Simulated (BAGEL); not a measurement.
# GaH3 (SMILES [GaH3]): CASPT2(6,7)/6-31G(d) (density fitting with qzvpp-jkfit, spherical functions)

Aim: the vertical singlet–triplet gap of GaH3 at CASPT2(6,7)/6-31G* (density fitting with qzvpp-jkfit, spherical functions), from 2 runs. 

The results are computed with BAGEL 1.2.2.

8 further runs of the same task are left out: 4 that didn't finish, 4 set aside as unsound or not needed.

## (1) The molecule

GaH3 has 4 atoms, charge 0, and is taken as a singlet. SMILES: `[GaH3]`. Geometry: relaxed at PBE0-D4/def2-TZVP.

Bond lengths: Ga1–H2 1.568 Å, Ga1–H3 1.568 Å, Ga1–H4 1.568 Å. Angles: H2–Ga1–H3 120.0°, H2–Ga1–H4 120.0°, H3–Ga1–H4 120.0°.

## (2) The energy at CASPT2(6,7)/6-31G(d) (density fitting with qzvpp-jkfit, spherical functions)

Contents of job.json:

```json
{ "bagel": [

{
  "title": "molecule",
  "basis": "6-31gs.json",
  "df_basis": "qzvpp-jkfit",
  "angstrom": "true",
  "geometry": [
    { "atom": "Ga", "xyz": [    0.013400,   -0.014900,   -0.004600 ] },
    { "atom": "H", "xyz": [    1.252400,    0.343800,    0.887700 ] },
    { "atom": "H", "xyz": [   -0.552100,   -1.477800,   -0.009700 ] },
    { "atom": "H", "xyz": [   -0.658400,    1.088700,   -0.893700 ] }
  ]
},
{
  "title": "hf"
},
{
  "title": "casscf",
  "nstate": 1,
  "nact": 7,
  "nclosed": 14,
  "maxiter": 200,
  "natocc": "true"
},
{
  "title": "print",
  "file": "orbitals.molden",
  "orbitals": "true"
},
{
  "title": "smith",
  "method": "caspt2",
  "ms": "true",
  "xms": "true",
  "sssr": "true",
  "shift": 0.0,
  "ncore": 9
}

]}
```

The basis set 6-31G* is read from a file made from the Basis Set Exchange's data (not shown).

Command:

```console
BAGEL_NUM_THREADS=1 BAGEL job.json > job.out
```

The log of the run:

```text
* using 1 threads per process

  ===============================================================
  ===============================================================

  *** Geometry ***

  { "atom" : "Ga", "xyz" : [      0.025322,     -0.028157,     -0.008693 ] },
  { "atom" : "H", "xyz" : [      2.366693,      0.649688,      1.677510 ] },
  { "atom" : "H", "xyz" : [     -1.043318,     -2.792637,     -0.018330 ] },
  { "atom" : "H", "xyz" : [     -1.244196,      2.057345,     -1.688848 ] },

  Number of auxiliary basis functions:      320

  Since a DF basis is specified, we compute 2- and 3-index integrals:
    o Being stored without compression. Storage requirement is 0.004 GB

  Number of basis functions:       38
  Number of electrons      :       34

    * METHOD: MOLECULE                             0.07

  *** RHF ***

  === Nuclear Repulsion ===
    31.9625584112

[... 8 lines left out ...]
    * SCF iteration converged.
[... 1 line left out ...]
    * Permanent dipole moment:
[... 22 lines left out ...]
    * Second-order optimization converged. *
[... 11 lines left out ...]
     * ci vector, state   0, <S^2> = 0.0000
[... 5 lines left out ...]
    * METHOD: CASSCF                               2.65

    * METHOD: PRINT                                0.00

  === SMITH program ===

    * freezing 9 orbitals

    * Approximate memory requirement for SMITH calulation per MPI process:
      o Storage requirement for T-amplitude, lambda, and residual is 0.00 GB
      o Storage requirement for MO integrals is 0.00 GB
    * Calculating and saving rdm4f

    * Zeroth order energy : state  0       -2.8079217963

    * CASPT2 iteration is performed using redundant basis

      ---- iteration ----

        0    -0.20598221     0.00807401      0.03
        1    -0.20696753     0.00135354      0.03
        2    -0.20700529     0.00026314      0.03
        3    -0.20700637     0.00004558      0.03
        4    -0.20700641     0.00000939      0.03
        5    -0.20700641     0.00000172      0.03
        6    -0.20700641     0.00000027      0.03

      -------------------

    * CASPT2 energy : state  0    -1924.9249595897
        reference weight              0.9615979779

    * METHOD: SMITH                                0.43

  ===============================================================
```

Run time: 3.6 s. Hardware: 1 thread of Arm Neoverse V2, shared host; peak memory 0.086 GiB.

## (3) The triplet

Contents of job.json:

```json
{ "bagel" : [

{
  "title" : "molecule",
  "basis" : "6-31gs.json",
  "df_basis" : "qzvpp-jkfit",
  "angstrom" : "true",
  "geometry" : [
    { "atom" : "Ga", "xyz" : [       0.013400,      -0.014900,      -0.004600 ] },
    { "atom" : "H", "xyz" : [       1.252400,       0.343800,       0.887700 ] },
    { "atom" : "H", "xyz" : [      -0.552100,      -1.477800,      -0.009700 ] },
    { "atom" : "H", "xyz" : [      -0.658400,       1.088700,      -0.893700 ] }
  ]
},

{
  "title" : "hf"
},

{
  "title" : "casscf",
  "nstate" : 1,
  "nact" : 7,
  "nclosed" : 14,
  "nspin" : 2,
  "maxiter" : 200,
  "natocc" : "true"
},

{
  "title" : "print",
  "file" : "orbitals.molden",
  "orbitals" : "true"
},

{
  "title" : "smith",
  "method" : "caspt2",
  "ms" : "true",
  "xms" : "true",
  "sssr" : "true",
  "shift" : 0.0,
  "ncore" : 9
}

]}
```

The basis set 6-31G* is read from a file made from the Basis Set Exchange's data (not shown).

Command:

```console
BAGEL_NUM_THREADS=1 BAGEL job.json > job.out
```

The log of the run:

```text
* using 1 threads per process

  ===============================================================
  ===============================================================

  *** Geometry ***

  { "atom" : "Ga", "xyz" : [      0.025322,     -0.028157,     -0.008693 ] },
  { "atom" : "H", "xyz" : [      2.366693,      0.649688,      1.677510 ] },
  { "atom" : "H", "xyz" : [     -1.043318,     -2.792637,     -0.018330 ] },
  { "atom" : "H", "xyz" : [     -1.244196,      2.057345,     -1.688848 ] },

  Number of auxiliary basis functions:      320

  Since a DF basis is specified, we compute 2- and 3-index integrals:
    o Being stored without compression. Storage requirement is 0.004 GB

  Number of basis functions:       38
  Number of electrons      :       34

    * METHOD: MOLECULE                             0.07

  *** RHF ***

  === Nuclear Repulsion ===
    31.9625584112

[... 8 lines left out ...]
    * SCF iteration converged.
[... 1 line left out ...]
    * Permanent dipole moment:
[... 22 lines left out ...]
    * Second-order optimization converged. *
[... 13 lines left out ...]
     * ci vector, state   0, <S^2> = 2.0000
[... 9 lines left out ...]
    * METHOD: CASSCF                               2.01

    * METHOD: PRINT                                0.00

  === SMITH program ===

    * freezing 9 orbitals

    * Approximate memory requirement for SMITH calulation per MPI process:
      o Storage requirement for T-amplitude, lambda, and residual is 0.00 GB
      o Storage requirement for MO integrals is 0.00 GB
    * Calculating and saving rdm4f

    * Zeroth order energy : state  0       -2.3717832282

    * CASPT2 iteration is performed using redundant basis

      ---- iteration ----

        0    -0.21585932     0.00568315      0.03
        1    -0.21643532     0.00067677      0.03
        2    -0.21645346     0.00010548      0.03
        3    -0.21645376     0.00001286      0.03
        4    -0.21645377     0.00000222      0.03
        5    -0.21645377     0.00000030      0.03

      -------------------

    * CASPT2 energy : state  0    -1924.7472771609
        reference weight              0.9522484055

    * METHOD: SMITH                                0.41

  ===============================================================
```

Run time: 2.8 s. Hardware: 1 thread of Arm Neoverse V2, shared host; peak memory 0.083 GiB.

## (4) Outcome

At CASPT2(6,7)/6-31G* (density fitting with qzvpp-jkfit, spherical functions), 9 core orbitals frozen:

| quantity | value |
| --- | --- |
| singlet: total energy | -1924.92496 Eh |
| triplet: total energy | -1924.74728 Eh |
| vertical energy of the triplet above the singlet | 4.835 eV |

At this shape the triplet lies 4.83 eV (467 kJ/mol) above the singlet.
